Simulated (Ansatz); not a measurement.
# CH₄AlNO: a ladder of functionals and wavefunction methods

One table from this session's results is given with a row withheld; the runs are named, their logs left out.

Program: Ansatz 0.2.0, Gaussian basis. Level of theory: functionals in def2-TZVPP, the program's frozen cores in correlated methods. These are calculated values, not measurements.

Levels to be run: LDA (SPW92), PBE-D4, revPBE-D4, BLYP-D4, r2SCAN-D4, B97M-V, PBE0-D4, B3LYP-D4, r2SCANh-D4, r2SCAN0-D4, HSE06-D4, BHLYP-D4, CAM-B3LYP-D4, LC-ωPBE, ωB97X-V, ωB97M-V, B2PLYP, PBE-QIDH; CCSD(T)/def2-SVP; CCSD(T)/def2-TZVPP; MP2/def2-QZVPP; extrapolation to the limit; RPA on PBE.

1 further run of the same task is left out (it didn't finish).

### The relaxed structure

The geometry comes from an earlier relaxation with PBE0-D4 in a triple-zeta def2 set; it is a stationary point, not always the lowest conformer.

8 atoms, charge 0, spin multiplicity 1.

Atoms are counted from 1 here; the program's logs count them from 0.

Bond lengths: N1–C2 1.358 Å, N1–H5 1.004 Å, N1–H6 1.010 Å, C2–O3 1.222 Å, C2–Al4 2.013 Å, Al4–H7 1.578 Å, Al4–H8 1.593 Å. Angles: C2–N1–H5 121.5°, C2–N1–H6 119.5°, H5–N1–H6 119.0°, N1–C2–O3 121.6°, N1–C2–Al4 120.9°, O3–C2–Al4 117.5°, C2–Al4–H7 117.8°, C2–Al4–H8 120.0°, H7–Al4–H8 122.2°.

The first run:

Input file in.yaml:

```yaml
crystal:
  periodic: [false, false, false]
  atoms:
    - {symbol: N, position_ang: [0.484960, 0.783575, 1.120309]}
    - {symbol: C, position_ang: [-0.361152, 0.556386, 0.082328]}
    - {symbol: O, position_ang: [-1.264822, 1.333376, -0.188051]}
    - {symbol: Al, position_ang: [-0.166601, -1.082571, -1.070167]}
    - {symbol: H, position_ang: [1.228069, 0.145707, 1.341267]}
    - {symbol: H, position_ang: [0.368534, 1.613262, 1.684629]}
    - {symbol: H, position_ang: [-1.194898, -1.277775, -2.250547]}
    - {symbol: H, position_ang: [0.998009, -2.128960, -0.775667]}
basis:
  gaussian: {orbitals: def2-TZVPP}
hamiltonian: {xc: lda}
output: {orbitals: {seedname: orbitals}}
```

Steps of the session up to this table: LDA; PBE-D4 (GGA); revPBE-D4 (GGA); BLYP-D4 (GGA); r2SCAN-D4 (meta-GGA); B97M-V (meta-GGA); PBE0-D4 (hybrid); B3LYP-D4 (hybrid); r2SCANh-D4 (hybrid); r2SCAN0-D4 (hybrid); HSE06-D4 (hybrid); BHLYP-D4 (hybrid); CAM-B3LYP-D4 (range-separated); LC-ωPBE (range-separated); ωB97X-V (range-separated); ωB97M-V (range-separated); B2PLYP (double hybrid); PBE-QIDH (double hybrid).

One of the session's tables, all rows but one given; the rest of the session is left out.

It belongs to the step «Orbital energies across the functionals». 

| functional | HOMO (eV) | LUMO (eV) | gap (eV) |
| --- | --- | --- | --- |
| LDA (SPW92) | -5.37 | -3.06 | 2.32 |
| PBE-D4 | -5.21 | -2.81 | 2.40 |
| revPBE-D4 | -5.14 | -2.70 | 2.44 |
| BLYP-D4 | ? | ? | ? |
| r2SCAN-D4 | -5.44 | -2.56 | 2.88 |
| B97M-V | -5.61 | -2.76 | 2.85 |
| PBE0-D4 | -6.62 | -2.03 | 4.59 |
| B3LYP-D4 | -6.41 | -2.26 | 4.15 |
| r2SCANh-D4 | -5.98 | -2.29 | 3.69 |
| r2SCAN0-D4 | -6.81 | -1.89 | 4.91 |
| HSE06-D4 | -6.22 | -2.40 | 3.81 |
| BHLYP-D4 | -8.03 | -1.28 | 6.75 |
| CAM-B3LYP-D4 | -8.03 | -1.11 | 6.93 |
| LC-ωPBE | -9.30 | 0.03 | 9.32 |
| ωB97X-V | -9.00 | -0.09 | 8.90 |
| ωB97M-V | -8.93 | -0.36 | 8.57 |

**Question.** Estimate the row for BLYP-D4.

Worked estimate for «HOMO (eV)». Against the share of exact exchange, B3LYP-D4 (0.2, -6.41), BHLYP-D4 (0.5, -8.03) give a slope of -5.40 per unit share; at 0 the line stands at -5.33.

As computed: HOMO (eV): -5.12; LUMO (eV): -2.71; gap (eV): 2.41. In «HOMO (eV)» the line misses by -0.21.
